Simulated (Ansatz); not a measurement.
**CO on a TiAl(101) slab cut from the P4/mmm phase: a probe moved over the surface at fixed height**

How does the energy of CO on a TiAl(101) slab cut from the P4/mmm phase (12 atoms of substrate and one adsorbate in a 2 × 1 cell) change over two coordinates at once? A grid of runs gives the map.

Computed with Ansatz 0.2.0 (DFT PBE+D3(BJ), scalar-relativistic, plane waves, PAW, unless a step's input says otherwise).

4 further runs of the same task are left out: 4 set aside as unsound or not needed.

**1. Starting point**

It takes space group P4/mmm (No. 123, tetragonal). Conventional cell: a = 2.782 Å, b = 2.782 Å, c = 4.015 Å, α = 90.00°, β = 90.00°, γ = 90.00°. Ti (site symmetry 4/mmm) is surrounded by 4 Ti at 2.78 Å and 8 Al at 2.81 Å. Around Al (site symmetry 4/mmm) lie 4 Al at 2.78 Å and 8 Ti at 2.81 Å.

As a file:

```
Ti Al
1.0
     2.78204    0.00000    0.00000
     0.00000    2.78204    0.00000
     0.00000    0.00000    4.01506
Ti Al
1 1
Direct
  0.00000 0.00000 0.00000
  0.50000 0.50000 0.50000
```

It is the result of an earlier relaxation at this level (volume 15.54 Å³/atom; gap on the mesh: none (metal)).

**2. Plan of the scan**

Atoms count from 1 in the order of the input.

CO (O end down) is moved over the surface cell at a fixed height above a rigid substrate; the origin of the map has the adsorbate above Al11; the height is held at 3.90 Å.

- position of O13 along the first surface vector, from above Al11: 4 values from 0.00 to 0.75, periodic
- position of O13 along the second surface vector, from above Al11: 4 values from 0.00 to 0.75, periodic

Nothing else is relaxed. Points are written as (first, second).

The two vectors of the plane (Å): (2.782, 0.000, 0.000); (0.000, 4.885, 0.000).

Below, 8 of the grid's runs; all are launched alike.

**3. Point (0/4, 0/4) of the map's two axes**

A dipole layer in the vacuum cancels the field that periodic copies would set up if the slab's two faces differ.

File input.yaml:

```yaml
crystal:
  lattice:
    - [5.5640821095, 0.0, 0.0]
    - [0.0, 4.8847198225, 0.0]
    - [0.0, 0.0, 23.7242850386]
  atoms:
    - { symbol: Ti, position: [0.0, 0.3243752816, 0.1686036057] }
    - { symbol: Ti, position: [0.5, 0.3243752816, 0.1686036057] }
    - { symbol: Al, position: [0.25, 0.8243752816, 0.1686036057] }
    - { symbol: Al, position: [0.75, 0.8243752816, 0.1686036057] }
    - { symbol: Ti, position: [0.0, 0.6397042922, 0.2654835152] }
    - { symbol: Ti, position: [0.5, 0.6397042922, 0.2654835152] }
    - { symbol: Al, position: [0.25, 0.1422936993, 0.2644467] }
    - { symbol: Al, position: [0.75, 0.1422936993, 0.2644467] }
    - { symbol: Ti, position: [0.0, 0.9635566543, 0.3586694966] }
    - { symbol: Ti, position: [0.5, 0.9635566543, 0.3586694966] }
    - { symbol: Al, position: [0.25, 0.4605914795, 0.3656289336] }
    - { symbol: Al, position: [0.75, 0.4605914795, 0.3656289336] }
    - { symbol: O, position: [0.25, 0.4605914795, 0.5300174491] }
    - { symbol: C, position: [0.25, 0.4605914795, 0.5784909858] }
basis:
  ecutwfc: 420
kpoints:
  mp_grid: { grid: [5, 6, 1] }
hamiltonian:
  xc: pbe
  pseudopotentials: { kind: paw, azcp: { folder: soft_1 } }
  dispersion: d3bj
scf:
  occupations: { method: gaussian, width: 0.1 }
output:
  forces: true
  eigenvalues: true
efield:
  axis: 3
  dipole_correction: true
  ramp_width: 0.04
```

On the command line:

```
ansatz run input.yaml --threads 4 --pin off --max-ram 12288MiB --backend cpu --events-out ev --progress --plain --runs-dir out
```

Standard output (excerpt; [...] marks lines left out):

```text
Warning: RAYON_NUM_THREADS=4 ignored (pool sized by the plan → 4); use --threads N
[...]
Pseudopotentials: kind: paw
Pseudopotential: Ti, paw, valence charge 12, recommended cutoff 420 eV (normal), <dir>
Pseudopotential: Al, paw, valence charge 3, recommended cutoff 420 eV (normal), <dir>
Pseudopotential: O, paw, valence charge 6, recommended cutoff 420 eV (normal), <dir>
Pseudopotential: C, paw, valence charge 4, recommended cutoff 420 eV (normal), <dir>
Functional definition: PBE
[...]
Crystal: 14 atoms, lattice volume = 644.802 Å³
Basis set: ecut = 420 eV, 12625 PW (Γ), exchange–correlation on 80×72×320 points (8 copies of the dense FFT grid, shifted against one another)
Bands: 64, of which v1, the nominal top of the filled ones, is band 50 counted from 1 (49 counted from 0)
Symmetry: 2 space group operations
Space group: Pm (ITA 6), of the structure as read, at distance tolerance 8.6e-5 Å
k-points: 12 of 30 (time reversal used)
[...]
SCF iter   1: F=—  HF=-19049.861381 eV  |F-HF|=—  |Δ(HF+E_count)|=         —  Δρ=4.25e-2  dr2=5.67e1  ethr=3.10e-3  p=-0.000 e·Å  D=-8.24e-7 V/Å  ΔV_dip=0.00 eV  dr2_dipole=5.69e-2  V_vac-E_F(+/−)=7.80/7.80 eV  ⟨swp⟩=7.9  Hψ=3854  notcnv=0
[...]
SCF iter  12: F=-19042.707325 eV  HF=-19042.707325 eV  |F-HF|=3.05e-8  |Δ(HF+E_count)|=   4.27e-7  Δρ=3.33e-6  dr2=7.73e-8  ethr=1.00e-10  p=-0.042 e·Å  D=-1.19e-2 V/Å  ΔV_dip=0.28 eV  dr2_dipole=3.15e-9  V_vac-E_F(+/−)=4.46/4.18 eV  ⟨swp⟩=37.3  Hψ=4897  notcnv=0
[...]
SCF converged after 12 iterations
Free energy (F): -19042.707325 eV
[...]
E sigma→0 (E₀):  -19042.671673 eV
Entropy (-TS):   -0.071304 eV (-5.093 meV/atom)
Fermi energy:    0.706687 eV
Dipole field:    D = -0.011915 V/Å  (p = -0.042458 e·Å, saw-weighted, corrected)
Work function:   Φ+ = 4.4629 eV   Φ− = 4.1802 eV
Levels:          The Fermi level and band energies are counted from a zero that moves with the ramp; work functions are not
[...]
--- Forces (eV/Å), atoms counted from 1 ---
  atom   1  Ti    -0.00038868    -0.01497321     0.31034132
  atom   2  Ti     0.00038868    -0.01497321     0.31034132
  atom   3  Al     0.00000000     0.01175682    -0.30679434
  atom   4  Al     0.00000000     0.01116974    -0.30718112
  atom   5  Ti     0.00003147    -0.00739957     0.00122739
  atom   6  Ti    -0.00003147    -0.00739957     0.00122739
  atom   7  Al    -0.00000000    -0.00064463     0.00340754
  atom   8  Al    -0.00000000    -0.00204136     0.00412171
[...]
--- Band table (eV; the first three rows and the last of 12) ---
[...]
```

Run time: 15 s. Hardware: 4 threads of Arm Neoverse V2, shared host; peak memory 1.4 GiB.

This gives work function 4.46 eV (top face), 4.18 eV (bottom face); dipole along +c -0.042 e·Å per cell.

**4. Point (0/4, 2/4) of the map's two axes**

Edit input.yaml of step 3 so:

```diff
@@ -18,4 +18,4 @@
     - { symbol: Al, position: [0.75, 0.4605914795, 0.3656289336] }
-    - { symbol: O, position: [0.25, 0.4605914795, 0.5300174491] }
-    - { symbol: C, position: [0.25, 0.4605914795, 0.5784909858] }
+    - { symbol: O, position: [0.25, 0.9605914795, 0.5300174491] }
+    - { symbol: C, position: [0.25, 0.9605914795, 0.5784909858] }
 basis:
```

On the command line:

```
ansatz run input.yaml --threads 4 --pin off --max-ram 12288MiB --backend cpu --events-out ev --progress --plain --runs-dir out
```

Standard output (excerpt; [...] marks lines left out):

```text
[...]
SCF converged after 12 iterations
Free energy (F): -19042.720410 eV
[...]
E sigma→0 (E₀):  -19042.685075 eV
Entropy (-TS):   -0.070670 eV (-5.048 meV/atom)
Fermi energy:    0.713019 eV
Dipole field:    D = -0.010992 V/Å  (p = -0.039168 e·Å, saw-weighted, corrected)
Work function:   Φ+ = 4.4409 eV   Φ− = 4.1801 eV
Levels:          The Fermi level and band energies are counted from a zero that moves with the ramp; work functions are not
[...]
--- Forces (eV/Å), atoms counted from 1 ---
  atom   1  Ti     0.00032455    -0.01512682     0.31100802
  atom   2  Ti    -0.00032455    -0.01512682     0.31100802
  atom   3  Al     0.00000000     0.01165893    -0.30710312
  atom   4  Al     0.00000000     0.01151657    -0.30699626
  atom   5  Ti    -0.00021348    -0.00731344     0.00133747
  atom   6  Ti     0.00021348    -0.00731344     0.00133747
  atom   7  Al    -0.00000000    -0.00049150     0.00521967
  atom   8  Al    -0.00000000    -0.00145240     0.00251277
[...]
--- Band table (eV; the first three rows and the last of 12) ---
[...]
```

Run time: 19 s. Hardware: 4 threads of Arm Neoverse V2, shared host; peak memory 1.4 GiB.

From the log: work function 4.44 eV (top face), 4.18 eV (bottom face); dipole along +c -0.039 e·Å per cell.

**5. Grid point (2/4, 2/4) of the map's two axes**

Edit input.yaml of step 4 so:

```diff
@@ -18,4 +18,4 @@
     - { symbol: Al, position: [0.75, 0.4605914795, 0.3656289336] }
-    - { symbol: O, position: [0.25, 0.9605914795, 0.5300174491] }
-    - { symbol: C, position: [0.25, 0.9605914795, 0.5784909858] }
+    - { symbol: O, position: [0.5, 0.9605914795, 0.5300174491] }
+    - { symbol: C, position: [0.5, 0.9605914795, 0.5784909858] }
 basis:
```

On the command line:

```
ansatz run input.yaml --threads 4 --pin off --max-ram 12288MiB --backend cpu --events-out ev --progress --plain --runs-dir out
```

Standard output (excerpt; [...] marks lines left out):

```text
Warning: RAYON_NUM_THREADS=4 ignored (pool sized by the plan → 4); use --threads N
[...]
[... 6 set-up lines as earlier in the session ...]
[...]
Crystal: 14 atoms, lattice volume = 644.802 Å³
Basis set: ecut = 420 eV, 12625 PW (Γ), exchange–correlation on 80×72×320 points (8 copies of the dense FFT grid, shifted against one another)
Bands: 64, of which v1, the nominal top of the filled ones, is band 50 counted from 1 (49 counted from 0)
[... 2 set-up lines as earlier in the session ...]
[...]
SCF converged after 12 iterations
Free energy (F): -19042.724523 eV
[...]
E sigma→0 (E₀):  -19042.689170 eV
Entropy (-TS):   -0.070706 eV (-5.050 meV/atom)
Fermi energy:    0.709660 eV
Dipole field:    D = -0.011305 V/Å  (p = -0.040286 e·Å, saw-weighted, corrected)
Work function:   Φ+ = 4.4484 eV   Φ− = 4.1801 eV
Levels:          The Fermi level and band energies are counted from a zero that moves with the ramp; work functions are not
[...]
--- Forces (eV/Å), atoms counted from 1 ---
  atom   1  Ti    -0.00000000    -0.01613809     0.30979697
  atom   2  Ti    -0.00000000    -0.01447721     0.31209424
  atom   3  Al    -0.00014992     0.01163897    -0.30706923
  atom   4  Al     0.00014992     0.01163897    -0.30706923
  atom   5  Ti     0.00000000    -0.00409539     0.00346084
  atom   6  Ti     0.00000000    -0.01163401    -0.00111586
  atom   7  Al     0.00035868    -0.00058986     0.00371676
  atom   8  Al    -0.00035868    -0.00058986     0.00371676
[...]
--- Band table (eV; the first three rows and the last of 12) ---
[...]
```

Run time: 19 s. Hardware: 4 threads of Arm Neoverse V2, shared host; peak memory 1.4 GiB.

Read from this run: work function 4.45 eV (top face), 4.18 eV (bottom face); dipole along +c -0.040 e·Å per cell.

**6. The run at (0/4, 1/4) of the map's two axes**

Edit input.yaml of step 5 so:

```diff
@@ -18,4 +18,4 @@
     - { symbol: Al, position: [0.75, 0.4605914795, 0.3656289336] }
-    - { symbol: O, position: [0.5, 0.9605914795, 0.5300174491] }
-    - { symbol: C, position: [0.5, 0.9605914795, 0.5784909858] }
+    - { symbol: O, position: [0.25, 0.7105914795, 0.5300174491] }
+    - { symbol: C, position: [0.25, 0.7105914795, 0.5784909858] }
 basis:
```

On the command line:

```
ansatz run input.yaml --threads 4 --pin off --max-ram 12288MiB --backend cpu --events-out ev --progress --plain --runs-dir out
```

Standard output (excerpt; [...] marks lines left out):

```text
[...]
SCF converged after 12 iterations
Free energy (F): -19042.713786 eV
[...]
E sigma→0 (E₀):  -19042.678278 eV
Entropy (-TS):   -0.071016 eV (-5.073 meV/atom)
Fermi energy:    0.712130 eV
Dipole field:    D = -0.011167 V/Å  (p = -0.039791 e·Å, saw-weighted, corrected)
Work function:   Φ+ = 4.4457 eV   Φ− = 4.1808 eV
Levels:          The Fermi level and band energies are counted from a zero that moves with the ramp; work functions are not
[...]
--- Forces (eV/Å), atoms counted from 1 ---
  atom   1  Ti     0.00029501    -0.01494162     0.31109597
  atom   2  Ti    -0.00029501    -0.01494162     0.31109597
  atom   3  Al     0.00000000     0.01117257    -0.30791754
  atom   4  Al     0.00000000     0.01068286    -0.30755681
  atom   5  Ti    -0.00036768    -0.00731006     0.00259055
  atom   6  Ti     0.00036768    -0.00731006     0.00259055
  atom   7  Al    -0.00000000    -0.00087290     0.00513565
  atom   8  Al    -0.00000000    -0.00219131     0.00366715
[...]
--- Band table (eV; the first three rows and the last of 12) ---
[...]
```

It took 19 s on 4 threads of Arm Neoverse V2, shared host; peak memory 1.4 GiB.

This gives work function 4.45 eV (top face), 4.18 eV (bottom face); dipole along +c -0.040 e·Å per cell.

**7. The run at (0/4, 3/4) of the map's two axes**

Edit input.yaml of step 6 so:

```diff
@@ -18,4 +18,4 @@
     - { symbol: Al, position: [0.75, 0.4605914795, 0.3656289336] }
-    - { symbol: O, position: [0.25, 0.7105914795, 0.5300174491] }
-    - { symbol: C, position: [0.25, 0.7105914795, 0.5784909858] }
+    - { symbol: O, position: [0.25, 1.2105914795, 0.5300174491] }
+    - { symbol: C, position: [0.25, 1.2105914795, 0.5784909858] }
 basis:
```

On the command line:

```
ansatz run input.yaml --threads 4 --pin off --max-ram 12288MiB --backend cpu --events-out ev --progress --plain --runs-dir out
```

Standard output (excerpt; [...] marks lines left out):

```text
Warning: RAYON_NUM_THREADS=4 ignored (pool sized by the plan → 4); use --threads N
[...]
[... 6 set-up lines as earlier in the session ...]
[...]
Crystal: 14 atoms, lattice volume = 644.802 Å³
Basis set: ecut = 420 eV, 12625 PW (Γ), exchange–correlation on 80×72×320 points (8 copies of the dense FFT grid, shifted against one another)
Bands: 64, of which v1, the nominal top of the filled ones, is band 50 counted from 1 (49 counted from 0)
[... 2 set-up lines as earlier in the session ...]
[...]
SCF converged after 12 iterations
Free energy (F): -19042.711813 eV
[...]
E sigma→0 (E₀):  -19042.676314 eV
Entropy (-TS):   -0.070999 eV (-5.071 meV/atom)
Fermi energy:    0.708282 eV
Dipole field:    D = -0.011689 V/Å  (p = -0.041653 e·Å, saw-weighted, corrected)
Work function:   Φ+ = 4.4569 eV   Φ− = 4.1796 eV
Levels:          The Fermi level and band energies are counted from a zero that moves with the ramp; work functions are not
[...]
--- Forces (eV/Å), atoms counted from 1 ---
  atom   1  Ti    -0.00023289    -0.01522677     0.31026149
  atom   2  Ti     0.00023289    -0.01522677     0.31026149
  atom   3  Al     0.00000000     0.01223690    -0.30599997
  atom   4  Al     0.00000000     0.01203765    -0.30659399
  atom   5  Ti     0.00035386    -0.00694349     0.00057936
  atom   6  Ti    -0.00035386    -0.00694349     0.00057936
  atom   7  Al    -0.00000000    -0.00032025     0.00364218
  atom   8  Al    -0.00000000    -0.00141211     0.00279095
[...]
--- Band table (eV; the first three rows and the last of 12) ---
[...]
```

Wall time 15 s (4 threads of Arm Neoverse V2, shared host); peak memory 1.3 GiB.

From the log: work function 4.46 eV (top face), 4.18 eV (bottom face); dipole along +c -0.042 e·Å per cell.

**8. Point (1/4, 2/4) of the map's two axes**

Edit input.yaml of step 7 so:

```diff
@@ -18,4 +18,4 @@
     - { symbol: Al, position: [0.75, 0.4605914795, 0.3656289336] }
-    - { symbol: O, position: [0.25, 1.2105914795, 0.5300174491] }
-    - { symbol: C, position: [0.25, 1.2105914795, 0.5784909858] }
+    - { symbol: O, position: [0.375, 0.9605914795, 0.5300174491] }
+    - { symbol: C, position: [0.375, 0.9605914795, 0.5784909858] }
 basis:
```

On the command line:

```
ansatz run input.yaml --threads 4 --pin off --max-ram 12288MiB --backend cpu --events-out ev --progress --plain --runs-dir out
```

Standard output (excerpt; [...] marks lines left out):

```text
[...]
SCF converged after 12 iterations
Free energy (F): -19042.722470 eV
[...]
E sigma→0 (E₀):  -19042.687126 eV
Entropy (-TS):   -0.070688 eV (-5.049 meV/atom)
Fermi energy:    0.711324 eV
Dipole field:    D = -0.011148 V/Å  (p = -0.039724 e·Å, saw-weighted, corrected)
Work function:   Φ+ = 4.4447 eV   Φ− = 4.1802 eV
Levels:          The Fermi level and band energies are counted from a zero that moves with the ramp; work functions are not
[...]
--- Forces (eV/Å), atoms counted from 1 ---
  atom   1  Ti     0.00026277    -0.01579617     0.31018606
  atom   2  Ti    -0.00020486    -0.01463768     0.31176511
  atom   3  Al    -0.00009302     0.01166628    -0.30709924
  atom   4  Al     0.00010267     0.01155897    -0.30702007
  atom   5  Ti    -0.00043505    -0.00494627     0.00285587
  atom   6  Ti    -0.00016335    -0.01023697    -0.00035020
  atom   7  Al     0.00029186    -0.00044211     0.00476040
  atom   8  Al    -0.00022059    -0.00111436     0.00282222
[...]
--- Band table (eV; the first three rows and the last of 16) ---
[...]
```

It took 27 s on 4 threads of Arm Neoverse V2, shared host; peak memory 1.5 GiB.

This gives work function 4.44 eV (top face), 4.18 eV (bottom face); dipole along +c -0.040 e·Å per cell.

**9. The run at (2/4, 3/4) of the map's two axes**

Edit input.yaml of step 8 so:

```diff
@@ -18,4 +18,4 @@
     - { symbol: Al, position: [0.75, 0.4605914795, 0.3656289336] }
-    - { symbol: O, position: [0.375, 0.9605914795, 0.5300174491] }
-    - { symbol: C, position: [0.375, 0.9605914795, 0.5784909858] }
+    - { symbol: O, position: [0.5, 1.2105914795, 0.5300174491] }
+    - { symbol: C, position: [0.5, 1.2105914795, 0.5784909858] }
 basis:
```

On the command line:

```
ansatz run input.yaml --threads 4 --pin off --max-ram 12288MiB --backend cpu --events-out ev --progress --plain --runs-dir out
```

Standard output (excerpt; [...] marks lines left out):

```text
[...]
SCF converged after 12 iterations
Free energy (F): -19042.714683 eV
[...]
E sigma→0 (E₀):  -19042.679178 eV
Entropy (-TS):   -0.071010 eV (-5.072 meV/atom)
Fermi energy:    0.704565 eV
Dipole field:    D = -0.012050 V/Å  (p = -0.042938 e·Å, saw-weighted, corrected)
Work function:   Φ+ = 4.4655 eV   Φ− = 4.1796 eV
Levels:          The Fermi level and band energies are counted from a zero that moves with the ramp; work functions are not
[...]
--- Forces (eV/Å), atoms counted from 1 ---
  atom   1  Ti    -0.00000000    -0.01576895     0.30887610
  atom   2  Ti    -0.00000000    -0.01484079     0.31146610
  atom   3  Al    -0.00001275     0.01206250    -0.30630917
  atom   4  Al     0.00001275     0.01206250    -0.30630917
  atom   5  Ti     0.00000000    -0.00557228     0.00250171
  atom   6  Ti     0.00000000    -0.00900187    -0.00112664
  atom   7  Al    -0.00000412    -0.00060586     0.00323748
  atom   8  Al     0.00000412    -0.00060586     0.00323748
[...]
--- Band table (eV; the first three rows and the last of 12) ---
[...]
```

Wall time 15 s (4 threads of Arm Neoverse V2, shared host); peak memory 1.3 GiB.

Read from this run: work function 4.47 eV (top face), 4.18 eV (bottom face); dipole along +c -0.043 e·Å per cell.

**10. Point (1/4, 3/4) of the map's two axes**

Edit input.yaml of step 9 so:

```diff
@@ -18,4 +18,4 @@
     - { symbol: Al, position: [0.75, 0.4605914795, 0.3656289336] }
-    - { symbol: O, position: [0.5, 1.2105914795, 0.5300174491] }
-    - { symbol: C, position: [0.5, 1.2105914795, 0.5784909858] }
+    - { symbol: O, position: [0.375, 1.2105914795, 0.5300174491] }
+    - { symbol: C, position: [0.375, 1.2105914795, 0.5784909858] }
 basis:
```

On the command line:

```
ansatz run input.yaml --threads 4 --pin off --max-ram 12288MiB --backend cpu --events-out ev --progress --plain --runs-dir out
```

Standard output (excerpt; [...] marks lines left out):

```text
[...]
SCF converged after 12 iterations
Free energy (F): -19042.713251 eV
[...]
E sigma→0 (E₀):  -19042.677748 eV
Entropy (-TS):   -0.071005 eV (-5.072 meV/atom)
Fermi energy:    0.706415 eV
Dipole field:    D = -0.011871 V/Å  (p = -0.042303 e·Å, saw-weighted, corrected)
Work function:   Φ+ = 4.4613 eV   Φ− = 4.1796 eV
Levels:          The Fermi level and band energies are counted from a zero that moves with the ramp; work functions are not
[...]
--- Forces (eV/Å), atoms counted from 1 ---
  atom   1  Ti    -0.00012273    -0.01559216     0.30931497
  atom   2  Ti     0.00019743    -0.01494203     0.31111497
  atom   3  Al     0.00001075     0.01217313    -0.30609365
  atom   4  Al     0.00001701     0.01202781    -0.30651249
  atom   5  Ti    -0.00011522    -0.00591206     0.00189963
  atom   6  Ti    -0.00064797    -0.00831633    -0.00063326
  atom   7  Al     0.00001335    -0.00035036     0.00353264
  atom   8  Al     0.00002194    -0.00112385     0.00292319
[...]
--- Band table (eV; the first three rows and the last of 16) ---
[...]
```

It took 20 s on 4 threads of Arm Neoverse V2, shared host; peak memory 1.5 GiB.

This gives work function 4.46 eV (top face), 4.18 eV (bottom face); dipole along +c -0.042 e·Å per cell.

**11. The map**

12 points were computed, 4 more follow by symmetry. Energies in meV, from the lowest computed point:

```tsv
position of O13 along the second surface vector, from above Al11 ↓, position of O13 along the first surface vector, from above Al11 →	0/4	1/4	2/4	3/4
3/4	12.7	11.3	9.8	11.3
2/4	4.1	2.1	0.0	2.1
1/4	10.7	9.3	7.9	9.3
0/4	17.2	16.4	15.6	16.4
```

**12. Outcome**

```
              quantity                                                                  value
          lowest point  the top site over a surface Ti atom, (2/4, 2/4) of the map's two axes
highest computed point            (0/4, 0/4) of the map's two axes, 17.2 meV above the lowest
   time for all points                                        4 min on 4 threads, shared host
```

**Reading.** The lowest computed point is at the top site over a surface Ti atom, (2/4, 2/4) of the map's two axes. The highest computed point, the top site over a surface Al atom, (0/4, 0/4) of the map's two axes, lies 17.2 meV above the lowest. The runs have no spin polarisation; a magnetic state may lie lower. The host is rigid and the atom is kept to this plane, so wells and barriers of the map are not those of diffusion. Spin polarisation is off in the runs that give these values; a magnetic solution could lie lower.
